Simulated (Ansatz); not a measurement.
# Te2MoW2S4 in Ansatz: further runs

One slab, Te2MoW2S4, is run at these levels: PBEsol, LDA; tasks: band structure.

All numbers are computed with Ansatz 0.2.0; they aren't measurements. Logs are shortened: lines on timing, memory, paths and dates and some standing lists are left out, and cuts for length are marked.

### 1 The slab as given

The cell holds a slab with vacuum, 9 atoms: a = 3.297 Å, b = 3.297 Å, c = 30.502 Å, α = 90.00°, β = 90.00°, γ = 120.00°.

### 2 Band structure, PBEsol

input.yaml

```yaml
crystal:
  lattice:
    - [3.2974321046, 0.0, 0.0]
    - [-1.6487160523, 2.8556599698, 0.0]
    - [0.0, 0.0, 30.502066]
  atoms:
    - { symbol: W, position: [0.3333333333, 0.6666666667, 0.34702] }
    - { symbol: W, position: [0.0, 0.0, 0.578319] }
    - { symbol: Te, position: [0.3333333333, 0.6666666667, 0.178337] }
    - { symbol: Te, position: [0.3333333333, 0.6666666667, 0.052917] }
    - { symbol: Mo, position: [0.0, 0.0, 0.115614] }
    - { symbol: S, position: [0.0, 0.0, 0.296642] }
    - { symbol: S, position: [0.3333333333, 0.6666666667, 0.628696] }
    - { symbol: S, position: [0.3333333333, 0.6666666667, 0.52793] }
    - { symbol: S, position: [0.0, 0.0, 0.397367] }
kpoints:
  mp_grid: { grid: [9, 9, 1] }
  band_path:
    path:
      - [0.0, 0.0, 0.0]
      - [0.5, 0.0, 0.0]
      - [0.3333333333, 0.3333333333, 0.0]
      - [0.0, 0.0, 0.0]
      - [0.0, 0.0, 0.5]
      - [0.5, 0.0, 0.5]
      - [0.3333333333, 0.3333333333, 0.5]
      - [0.0, 0.0, 0.5]
    npoints: 6
scf:
  occupations: { method: fermi_dirac, width: 0.05 }
hamiltonian:
  xc: pbesol
  pseudopotentials: { kind: all_electron, lapw: { basis_error: 0.002 } }
output:
  forces: true
  stress: true
  eigenvalues: true
```

Potentials or basis: all-electron LAPW, scalar-relativistic.

Started as:

```console
$ ansatz run input.yaml --threads 8 --pin off --max-ram 24576MiB --backend cpu --events-out ev --progress --plain --runs-dir out
```

Output:

```text
Warning: RAYON_NUM_THREADS=8 ignored (pool sized by the plan → 8); use --threads N
LAPW: plane waves up to 8.095 Å⁻¹, error target 2.0e-3 eV per atom; small_component_spin mean_spin; S in spheres of 1.047 Å, 14 of its electrons in bands, Dirac shells []; Mo in spheres of 1.331 Å, 30 of its electrons in bands, Dirac shells []; Te in spheres of 1.367 Å, 24 of its electrons in bands, Dirac shells []; W in spheres of 1.399 Å, 38 of its electrons in bands, Dirac shells [] (how accurate: hamiltonian.pseudopotentials.lapw.basis_error, Limitations)
Engine: ansatz 0.2.0, x86_64-unknown-linux-gnu
Pseudopotentials: kind: all_electron
Pseudopotential: W, LAPW, valence charge 38, lapw/all_electron/scalar/gaussian/W, Koelling and Harmon's equation, gaussian nucleus
Pseudopotential: Te, LAPW, valence charge 24, lapw/all_electron/scalar/gaussian/Te, Koelling and Harmon's equation, gaussian nucleus
Pseudopotential: Mo, LAPW, valence charge 30, lapw/all_electron/scalar/gaussian/Mo, Koelling and Harmon's equation, gaussian nucleus
Pseudopotential: S, LAPW, valence charge 14, lapw/all_electron/scalar/gaussian/S, Koelling and Harmon's equation, gaussian nucleus
Functional definition: PBEsol
  exchange = pbesol_x
  correlation = pbesol_c
Crystal: 9 atoms, lattice volume = 287.218 Å³
Basis set: ecut = 249.66112475706532 eV, 2605 PW (Γ), exchange–correlation at level 2
Bands: 126, of which v1, the nominal top of the filled ones, is band 105 counted from 1 (104 counted from 0)
Symmetry: 6 space group operations
Space group: P3m1 (ITA 156), of the structure as read, at distance tolerance 6.6e-5 Å
k-points: 12 of 81 (time reversal used)
Non-local potential: W, projectors of the file, none
Non-local potential: Te, projectors of the file, none
Non-local potential: Mo, projectors of the file, none
Non-local potential: S, projectors of the file, none
Initial wavefunctions: plane waves of lowest kinetic energy (no species holds an atomic orbital)
Functional: x = pbesol(κ = 0.804, μ = 0.12345679012345678), c = pbesol(β = 0.046)
iter 1 solved again at ethr=1.43e-3 eV; its pass at ethr=1.00e-1 eV (dr2=3.00e0 eV) is discarded
SCF iter   1: F=—  HF=-1401268.326110 eV  |F-HF|=—  |Δ(HF+E_count)|=         —  Δρ=2.78e-2  dr2=3.01e0  ethr=1.43e-3  ⟨swp⟩=2.1  Hψ=10037  notcnv=0
[... 16 lines left out ...]
SCF 1 converged in 13 iterations: F = -1401266.779347 eV  dr2 = 3.95e-8
NSCF: frozen V_eff on 43 k-points
SCF converged after 13 iterations
Free energy (F): -1401266.779347 eV
Harris-Foulkes:  -1401266.779347 eV  (|F-HF|=2.86e-8)
Internal energy: -1401266.775038 eV  (E = F + TS)
E sigma→0 (E₀):  -1401266.777192 eV
Entropy (-TS):   -0.004309 eV (-0.479 meV/atom)
Fermi energy:    7.788778 eV
--- Per-component energies (eV) ---
  E_band       = -17711.150607
  E_kinetic    = 1531365.216965
  E_xc         = -32864.724403
  E_electrostatic = -2899767.267600  (all electrons and nuclei)
  E_smearing   = -0.004309  (= −TS)
  E_closure    = 0.000000  (closes the sum)
  E_atoms      = -1401200.497055  (free atoms, spherical and without spin; not in F)
  Σ components = -1401266.779347   (vs F -1401266.779347, Δ=0.00e0)
  Basis errors (estimates in eV, not in F): energy 8.5e-4 per atom: plane waves 7.6e-4 (4.5e-4 summed), levels above the bands 5.7e-63, relativity 2.8e-8, radial functions 8.8e-5, core shells 1.3e-6; eigenvalues (radial functions only) 7.4e-6; not estimated: angular momenta, meshes, grids; target (lapw.basis_error) 2.0e-3; muffin-tin radii S 1.047 Å, Mo 1.331 Å, Te 1.367 Å, W 1.399 Å
--- Forces (eV/Å), atoms counted from 1 ---
  atom   1  W      0.00000000     0.00000000    -0.00126072
  atom   2  W      0.00000000    -0.00000000    -0.00472353
  atom   3  Te    -0.00000000    -0.00000000    -0.32109494
  atom   4  Te     0.00000000    -0.00000000     0.38200879
  atom   5  Mo     0.00000000     0.00000000    -0.01664941
  atom   6  S      0.00000000     0.00000000     0.37140746
  atom   7  S     -0.00000000    -0.00000000    -0.41786379
  atom   8  S      0.00000000    -0.00000000     0.40470134
  atom   9  S     -0.00000000     0.00000000    -0.39648955
  max |Σ_I F_I| component: 3.56e-5 eV/Å
--- Stress (GPa, compression-positive) ---
       -3.015971      -0.000000      -0.000000
       -0.000000      -3.015971       0.000000
       -0.000000       0.000000      -2.353700
  P = ⅓ Tr σ = -2.7952 GPa (-27.952 kbar)
--- Band table (eV; the first three rows and the last of 12) ---
  k-point 0: bands = ["-367.7274", "-367.6618", "-367.6618", "-226.4782", "-226.4782", "-226.4716", "-226.4716", "-226.4528", "-226.4267", "-226.4267", "-226.4187", "-226.4187", "-226.4027", "-209.8729", "-209.8560", "-209.8560", "-209.8105", "-209.8105", "-198.5122", "-198.4770", "-198.4218", "-198.4190", "-151.6427", "-151.6337", "-143.5872", "-143.5872", "-143.5531", "-143.5531", "-143.5386", "-143.5010", "-143.4977", "-143.4977", "-143.4951", "-143.4951", "-143.4456", "-143.4423", "-101.7751", "-101.7751", "-101.7655", "-101.7655", "-101.7038", "-101.6956", "-67.5172", "-67.4646", "-53.0963", "-31.7292", "-31.6768", "-31.6760", "-31.6760", "-31.6216", "-31.6216", "-29.2749", "-29.2749", "-29.2627", "-29.2627", "-29.1971", "-29.1971", "-29.1914", "-29.1844", "-29.1844", "-29.1815", "-27.4147", "-27.0442", "-27.0442", "-21.8390", "-21.8390", "-21.8338", "-21.8212", "-21.8137", "-21.8137", "-21.8063", "-21.7866", "-21.7866", "-21.7807", "-21.7681", "-21.7627", "-21.7627", "-21.7559", "-7.9127", "-7.8378", "-6.2695", "-6.1726", "-6.1106", "-5.3478", "0.4576", "0.6333", "1.7714", "3.4786", "3.4786", "3.5443", "3.5443", "4.2475", "4.6716", "4.6716", "4.7376", "4.7376", "4.7987", "5.1837", "6.0760", "6.1418", "6.1418", "6.8157", "6.9837", "6.9837", "7.0295", "9.1313", "9.1313", "9.1969", "9.1969", "9.4004", "9.4004", "9.4673", "9.4673", "11.0513", "11.2076", "11.3122", "11.3122", "11.4901", "11.5279", "11.5279", "12.1396", "13.2256", "13.7826", "13.9326", "14.5590", "14.6349"]
  k-point 1: bands = ["-367.7274", "-367.6618", "-367.6618", "-226.4782", "-226.4782", "-226.4716", "-226.4716", "-226.4528", "-226.4267", "-226.4267", "-226.4187", "-226.4187", "-226.4027", "-209.8729", "-209.8560", "-209.8560", "-209.8105", "-209.8105", "-198.5122", "-198.4770", "-198.4218", "-198.4190", "-151.6427", "-151.6337", "-143.5872", "-143.5872", "-143.5531", "-143.5531", "-143.5386", "-143.5010", "-143.4977", "-143.4977", "-143.4951", "-143.4951", "-143.4457", "-143.4423", "-101.7752", "-101.7751", "-101.7656", "-101.7656", "-101.7038", "-101.6955", "-67.5160", "-67.4634", "-53.0936", "-31.7244", "-31.7034", "-31.6824", "-31.6720", "-31.6490", "-31.6280", "-29.2752", "-29.2695", "-29.2641", "-29.2574", "-29.2000", "-29.1982", "-29.1906", "-29.1871", "-29.1851", "-29.1786", "-27.4026", "-27.0744", "-27.0505", "-21.8391", "-21.8386", "-21.8329", "-21.8222", "-21.8142", "-21.8138", "-21.8059", "-21.7867", "-21.7862", "-21.7799", "-21.7691", "-21.7632", "-21.7628", "-21.7555", "-7.7374", "-7.6624", "-6.2026", "-6.1138", "-5.9009", "-5.1807", "0.6652", "0.8398", "2.0085", "3.0288", "3.0950", "3.6503", "3.7164", "3.8298", "4.0323", "4.4079", "4.4741", "4.4928", "5.1840", "5.4104", "5.7112", "6.1504", "6.3304", "6.6232", "6.7328", "6.7517", "6.8966", "9.0068", "9.0669", "9.1077", "9.2339", "9.2363", "9.3052", "9.4695", "9.5343", "10.2818", "10.4247", "11.0483", "11.3548", "11.7215", "11.8555", "11.9694", "12.4454", "13.4543", "14.0502", "14.1512", "15.1546", "15.2997"]
  k-point 2: bands = ["-367.7274", "-367.6618", "-367.6618", "-226.4782", "-226.4782", "-226.4716", "-226.4716", "-226.4528", "-226.4267", "-226.4267", "-226.4187", "-226.4187", "-226.4027", "-209.8729", "-209.8560", "-209.8560", "-209.8105", "-209.8105", "-198.5122", "-198.4770", "-198.4218", "-198.4190", "-151.6427", "-151.6337", "-143.5872", "-143.5872", "-143.5531", "-143.5531", "-143.5386", "-143.5010", "-143.4977", "-143.4977", "-143.4951", "-143.4951", "-143.4457", "-143.4423", "-101.7754", "-101.7752", "-101.7658", "-101.7656", "-101.7037", "-101.6955", "-67.5131", "-67.4605", "-53.0869", "-31.7721", "-31.7177", "-31.7121", "-31.6987", "-31.6598", "-31.6443", "-29.2778", "-29.2673", "-29.2560", "-29.2441", "-29.2082", "-29.2010", "-29.1986", "-29.1866", "-29.1816", "-29.1711", "-27.3722", "-27.1501", "-27.0664", "-21.8393", "-21.8376", "-21.8309", "-21.8247", "-21.8154", "-21.8140", "-21.8049", "-21.7869", "-21.7852", "-21.7778", "-21.7717", "-21.7643", "-21.7630", "-21.7545", "-7.2624", "-7.1877", "-6.0388", "-5.9577", "-5.2769", "-4.6977", "1.1442", "1.3031", "2.1668", "2.2436", "2.6010", "3.0795", "3.1778", "3.8685", "3.9354", "4.0974", "4.1239", "4.1642", "4.5845", "5.1051", "5.2913", "5.9862", "6.0697", "6.0828", "6.1831", "6.2058", "6.8304", "8.7144", "8.8759", "8.9389", "9.0074", "9.0785", "9.2565", "9.3989", "9.7940", "10.1293", "10.1954", "10.2206", "11.3714", "12.3437", "12.7966", "13.1260", "13.5403", "13.8577", "14.4521", "14.5180", "14.8555", "15.0794"]
  k-point 11: bands = ["-367.7274", "-367.6618", "-367.6618", "-226.4782", "-226.4782", "-226.4716", "-226.4716", "-226.4528", "-226.4267", "-226.4267", "-226.4187", "-226.4187", "-226.4027", "-209.8729", "-209.8560", "-209.8560", "-209.8105", "-209.8105", "-198.5122", "-198.4770", "-198.4218", "-198.4190", "-151.6427", "-151.6337", "-143.5872", "-143.5872", "-143.5531", "-143.5531", "-143.5386", "-143.5009", "-143.4977", "-143.4977", "-143.4951", "-143.4951", "-143.4456", "-143.4423", "-101.7756", "-101.7756", "-101.7661", "-101.7661", "-101.7037", "-101.6955", "-67.5060", "-67.4534", "-53.0707", "-31.8495", "-31.8237", "-31.7949", "-31.7693", "-31.6826", "-31.6303", "-29.2759", "-29.2472", "-29.2411", "-29.2370", "-29.2222", "-29.2143", "-29.1986", "-29.1964", "-29.1714", "-29.1551", "-27.3006", "-27.2369", "-27.1966", "-21.8383", "-21.8366", "-21.8306", "-21.8258", "-21.8166", "-21.8164", "-21.8027", "-21.7860", "-21.7842", "-21.7775", "-21.7727", "-21.7656", "-21.7654", "-21.7523", "-5.8594", "-5.7864", "-5.5480", "-5.4771", "-2.8263", "-2.7635", "1.0672", "1.1382", "1.3666", "1.4400", "2.1925", "2.2516", "2.2936", "2.3105", "2.6711", "2.7511", "2.9756", "3.4538", "3.5461", "3.6574", "4.4361", "4.4723", "4.5064", "5.1769", "6.4401", "6.5082", "7.2902", "7.8547", "7.9138", "8.6035", "9.0345", "9.9241", "10.1228", "10.2071", "10.2438", "10.3335", "11.4005", "11.5095", "11.9053", "12.4312", "12.6816", "13.1773", "13.2048", "13.2296", "13.4997", "14.5201", "15.5387", "15.6724"]
```

Wall time 54 s (8 threads of Intel Xeon Platinum 8488C (Sapphire Rapids), shared host); peak memory 2.2 GiB.

Results:

```
Free energy             : -1401266.7793 eV
Largest force           : 0.418 eV/Å
Band gap on the k mesh  : 0.18 eV, indirect (least direct gap 0.56 eV)
Band gap along the path : 0.16 eV, indirect (least direct gap 0.56 eV)
```

Forces on the atoms (eV/Å):
```
W    0.000  0.000 -0.001
W    0.000  0.000 -0.005
Te   0.000  0.000 -0.321
Te   0.000  0.000  0.382
Mo   0.000  0.000 -0.017
S    0.000  0.000  0.371
S    0.000  0.000 -0.418
S    0.000  0.000  0.405
S    0.000  0.000 -0.396
```

Stress tensor (GPa, compression positive):
```
-3.02  0.00  0.00
 0.00 -3.02  0.00
 0.00  0.00 -2.35
```

Levels at the corners of the path, in eV from the valence-band top:
```
point  band 101  band 102  band 103  band 104  band 105  band 106  band 107  band 108  band 109  band 110
    Γ     -1.56     -0.88     -0.72     -0.72     -0.67      1.43      1.43      1.50      1.50      1.70
    M     -2.39     -2.02     -1.94     -1.34      0.00      1.19      1.25      1.42      1.63      1.68
    K     -3.19     -2.52     -1.26     -1.19     -0.41      0.16      0.21      0.90      1.34      2.22
    Γ     -1.56     -0.88     -0.72     -0.72     -0.67      1.43      1.43      1.50      1.50      1.70
    A     -1.56     -0.88     -0.72     -0.72     -0.67      1.43      1.43      1.50      1.50      1.70
    L     -2.39     -2.02     -1.94     -1.34      0.00      1.19      1.25      1.42      1.63      1.68
    H     -3.19     -2.52     -1.26     -1.19     -0.41      0.16      0.21      0.90      1.34      2.22
    A     -1.56     -0.88     -0.72     -0.72     -0.67      1.43      1.43      1.50      1.50      1.70
```

Caveat: spin-orbit coupling is left out, which moves the levels of the heavy elements.

[end of part 1 of 2]
